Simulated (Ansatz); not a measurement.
# CHGaN (quartet): the correlation ladder, cc-pVDZ

The task here is to estimate one member of a computed series from the others.

Program: Ansatz 0.2.0, Gaussian basis. Level of theory: cc-pVDZ, core rule «outside noble gas», up to 16 orbitals frozen. These are calculated values, not measurements.

To be run: UHF; CCSD(T) on ROHF; CCSD(T) on UHF; BCCD(T) on ROHF; CISD; CCSDT(Q) on ROHF; CCSDT(Q) on UHF.

23 further runs of the same task are left out: 1 for a known fault of the program, 12 that didn't finish, 10 set aside as unsound or not needed.

### The geometry

The geometry is a PBE0/def2-TZVP stationary point (not a proven minimum) of the parent state, kept for this charge and spin. No spin-orbit coupling is included. The filled d shell of Ga may be among the frozen orbitals whatever the setting's name suggests; the logs give the count.

4 atoms, charge 0, spin multiplicity 4.

Atoms are counted from 1 here; the program's logs count them from 0.

Bond lengths: Ga1–C2 2.065 Å, C2–N3 1.207 Å, N3–H4 1.022 Å. Angles: Ga1–C2–N3 171.0°, C2–N3–H4 124.7°.

The first run:

in.yaml

```yaml
crystal:
  periodic: [false, false, false]
  atoms:
    - {symbol: Ga, position_ang: [0.000000, -0.132008, 2.319795]}
    - {symbol: C, position_ang: [-0.000016, -0.095480, 0.254663]}
    - {symbol: N, position_ang: [0.000004, -0.262209, -0.940907]}
    - {symbol: H, position_ang: [0.000012, 0.489697, -1.633551]}
basis:
  gaussian: {orbitals: cc-pVDZ}
magnetization: {spin_polarized: true, initial_magnetization: 3}
hamiltonian: {xc: hf}
output: {orbitals: {seedname: orbitals}}
```

Command:

```console
> ansatz run in.yaml --threads 1 --pin off --events-out ev --progress --plain --max-ram 2393MiB
```

Among the steps run: UHF; CCSD(T) on ROHF; CCSD(T) on UHF; BCCD(T) on ROHF; CISD; CCSDT(Q) on ROHF; CCSDT(Q) on UHF.

One of the session's tables, all rows but one given; the rest of the session is left out.

```
   method  from RCCSDT(Q) (meV)
     ROHF               +9397.5
      UHF               +9329.6
     RMP2               +1008.0
     UMP2               +1004.6
    RCCSD                +505.6
    UCCSD                +481.7
 RCCSD(T)                     ?
 UCCSD(T)                 +56.8
  BCCD(T)                 +74.6
   RCCSDT                 +41.5
   UCCSDT                 +20.4
RCCSDT(Q)                     0
UCCSDT(Q)                 -24.7
```

**Question.** Estimate the row for RCCSD(T).

As computed: from RCCSDT(Q) (meV): +76.1. In the column «from RCCSDT(Q) (meV)» it lies between BCCD(T) (+74.6) and UCCSD (+481.7).

Not comparable, so not listed: CISD (they don't share determinant, frozen orbitals or solution with the rows shown, or repeat one).

Limits of these values: Restricted and unrestricted rows rest on different reference determinants; where their highest levels disagree by more than a few hundredths of an eV, they describe different states and don't form one ladder.
